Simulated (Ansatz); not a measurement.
**SiSbH5: taking an electron away**

The task here is to estimate one member of a computed series from the others.

Program: Ansatz 0.2.0, Gaussian basis. Level of theory: unrestricted cation, the program's frozen cores in correlated methods. These are calculated values, not measurements.

Levels to be run: UKS PBE-D4/def2-TZVPP; UKS r2SCAN-D4/def2-TZVPP; UKS PBE0-D4/def2-TZVPP; UKS B3LYP-D4/def2-TZVPP; UKS wB97X-V/def2-TZVPP; UKS wB97M-V/def2-TZVPP; UKS B2PLYP/def2-TZVPP; UHF-CCSD(T)/def2-TZVPP; UHF-CCSD(T)/def2-QZVPP; extrapolation to the limit; then −ε(HOMO) from the neutral's earlier runs with LDA (SPW92), PBE-D4, revPBE-D4, BLYP-D4, r2SCAN-D4, B97M-V, PBE0-D4, B3LYP-D4, r2SCANh-D4, r2SCAN0-D4, HSE06-D4, BHLYP-D4, CAM-B3LYP-D4, LC-ωPBE, ωB97X-V, ωB97M-V.

### The relaxed structure

All runs share one geometry, relaxed beforehand with PBE0-D4 in a triple-zeta def2 set. Sb takes the def2 core potential; no spin-orbit term is included.

SMILES `[SiH3][SbH2]`, 7 atoms, charge 0, spin multiplicity 1.

Atoms are counted from 1 here; the program's logs count them from 0.

Bond lengths: Si1–Sb2 2.574 Å, Si1–H3 1.487 Å, Si1–H4 1.487 Å, Si1–H5 1.485 Å, Sb2–H6 1.708 Å, Sb2–H7 1.709 Å. Angles: Sb2–Si1–H3 108.7°, Sb2–Si1–H4 108.6°, Sb2–Si1–H5 112.8°, H3–Si1–H4 108.6°, H3–Si1–H5 109.1°, H4–Si1–H5 109.1°, Si1–Sb2–H6 91.0°, Si1–Sb2–H7 90.9°, H6–Sb2–H7 91.5°.

Set-up of the first run:

Input file in.yaml:

```yaml
crystal:
  periodic: [false, false, false]
  atoms:
    - {symbol: Si, position_ang: [-0.648085, -0.539314, -0.447082]}
    - {symbol: Sb, position_ang: [1.176677, 0.137814, 1.237380]}
    - {symbol: H, position_ang: [-1.882825, -0.889447, 0.303868]}
    - {symbol: H, position_ang: [-0.187742, -1.743379, -1.188290]}
    - {symbol: H, position_ang: [-0.961448, 0.538594, -1.419863]}
    - {symbol: H, position_ang: [0.424213, 1.650988, 1.488510]}
    - {symbol: H, position_ang: [2.140511, 0.776745, -0.020324]}
basis:
  gaussian: {orbitals: def2-TZVPP}
total_charge: 1
magnetization: {spin_polarized: true, initial_magnetization: 1}
hamiltonian: {xc: pbe, dispersion: d4}
```

Started as:

```sh
> ansatz run in.yaml --threads 2 --pin off --events-out ev --progress --plain --max-ram 32768MiB --backend cpu
```

Among the steps run: Cation, UKS PBE-D4/def2-TZVPP; Cation, UKS r2SCAN-D4/def2-TZVPP; Cation, UKS PBE0-D4/def2-TZVPP; Cation, UKS B3LYP-D4/def2-TZVPP; Cation, UKS wB97X-V/def2-TZVPP; Cation, UKS wB97M-V/def2-TZVPP; Cation, UKS B2PLYP (frozen core)/def2-TZVPP; Cation, UHF-CCSD(T)/def2-TZVPP; Cation, UHF-CCSD(T)/def2-QZVPP.

One of the session's tables, all rows but one given; the rest of the session is left out.

Orbital estimates, from the neutral's runs:

```
  functional  −ε(HOMO) (eV)
 LDA (SPW92)           6.43
      PBE-D4           6.30
   revPBE-D4           6.25
     BLYP-D4           6.15
   r2SCAN-D4           6.53
      B97M-V           6.52
     PBE0-D4           7.25
    B3LYP-D4           7.07
  r2SCANh-D4           6.88
  r2SCAN0-D4           7.41
    HSE06-D4           6.87
    BHLYP-D4           8.08
CAM-B3LYP-D4           8.43
     LC-ωPBE           9.66
     ωB97X-V           9.36
     ωB97M-V              ?
```

Q: Estimate the row for ωB97M-V from the others.

The run gave: −ε(HOMO) (eV): 9.24. In the column «−ε(HOMO) (eV)» it lies between CAM-B3LYP-D4 (8.43) and ωB97X-V (9.36).

Caveats from the session: The cation may have settled in a state other than its lowest; no search over hole states beyond the program's own was made.
